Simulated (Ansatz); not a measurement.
# AlGeF (triplet): wave-function methods side by side at distance Al2–Ge3 = 4.367 Å, cc-pVDZ

The task here is to estimate one member of a computed series from the others.

Computed with Ansatz 0.2.0, Gaussian basis. Level: cc-pVDZ, core rule «outside noble gas», up to 20 orbitals frozen.

The runs, in order: UHF; CCSD(T) on ROHF; CCSD(T) on UHF; BCCD(T) on ROHF; CISD; CCSDT(Q) on ROHF; CCSDT(Q) on UHF; CASSCF and MRCISD+Q, 4 electrons in 4 orbitals; CASSCF and NEVPT2, 4 electrons in 4 orbitals.

36 further runs of the same task are left out: 11 for a known fault of the program, 18 that didn't finish, 7 set aside as unsound or not needed.

### What is computed

The geometry derives from a PBE0/def2-TZVP stationary point (not a proven minimum). One bond is set to the value named and the two fragments are kept rigid. No spin-orbit coupling is included. The filled d shell of Ge may be among the frozen orbitals whatever the setting's name suggests; the logs give the count.

3 atoms, charge 0, spin multiplicity 3.

Atoms are counted from 1 here; the program's logs count them from 0.

Bond lengths: F1–Al2 1.648 Å.

Coordinates:

```xyz
3

F     0.0000    0.0000   -2.5545
Al    0.0000    0.0000   -0.9063
Ge    0.0000    0.0000    3.4607
```

The first run:

File in.yaml:

```yaml
crystal:
  periodic: [false, false, false]
  atoms:
    - {symbol: F, position_ang: [0.000000, 0.000000, -2.554467]}
    - {symbol: Al, position_ang: [0.000000, 0.000000, -0.906267]}
    - {symbol: Ge, position_ang: [0.000000, 0.000000, 3.460733]}
basis:
  gaussian: {orbitals: cc-pVDZ}
magnetization: {spin_polarized: true, initial_magnetization: 2}
hamiltonian: {xc: hf}
output: {orbitals: {seedname: orbitals}}
```

Command:

```console
$ ansatz run in.yaml --threads 1 --pin off --events-out ev --progress --plain --max-ram 2393MiB
```

Steps of the session up to this table: UHF; CCSD(T) on ROHF; CCSD(T) on UHF; BCCD(T) on ROHF; CISD; CCSDT(Q) on ROHF; CCSDT(Q) on UHF; CASSCF and MRCISD+Q, 4 electrons in 4 orbitals; CASSCF and NEVPT2, 4 electrons in 4 orbitals.

One table of the session follows, with a row left open; its other results are not shown here.

| method | from UCCSDT(Q) (kJ/mol) |
| --- | --- |
| ROHF | +825.6 |
| UHF | +816.4 |
| RMP2 | +92.9 |
| UMP2 | +91.7 |
| CISD | +97.2 |
| RCCSD | +17.7 |
| UCCSD | +16.6 |
| RCCSD(T) | +4.1 |
| UCCSD(T) | ? |
| BCCD(T) | +3.7 |
| RCCSDT | +2.4 |
| UCCSDT | +1.6 |
| RCCSDT(Q) | +1.1 |
| UCCSDT(Q) | 0 |
| CASSCF pair | +784.0 |
| NEVPT2 pair | +89.4 |
| MRCISD pair | +85.4 |
| MRCISD+Q pair | +15.9 |

Q: Estimate the row for UCCSD(T) from the others.

The run gave: from UCCSDT(Q) (kJ/mol): +3.2. In the column «from UCCSDT(Q) (kJ/mol)» it lies between RCCSDT (+2.4) and BCCD(T) (+3.7).

Among the levels timed on like hardware and quicker than the yardstick, those that no quicker one beats, quickest first: NEVPT2 pair (8.5 s, +89.4 kJ/mol); MRCISD+Q pair (12 s, +15.9 kJ/mol); BCCD(T) (13 s, +3.7 kJ/mol); UCCSD(T) (27 s, +3.2 kJ/mol); RCCSDT(Q) (64 s, +1.1 kJ/mol).

To keep in mind: Of the multireference levels listed MRCISD+Q pair comes nearest in total energy (+15.9 kJ/mol), which doesn't show that its space is the better one. Restricted and unrestricted rows rest on different reference determinants; where their highest levels disagree by more than a few hundredths of an eV, they describe different states and don't form one ladder.
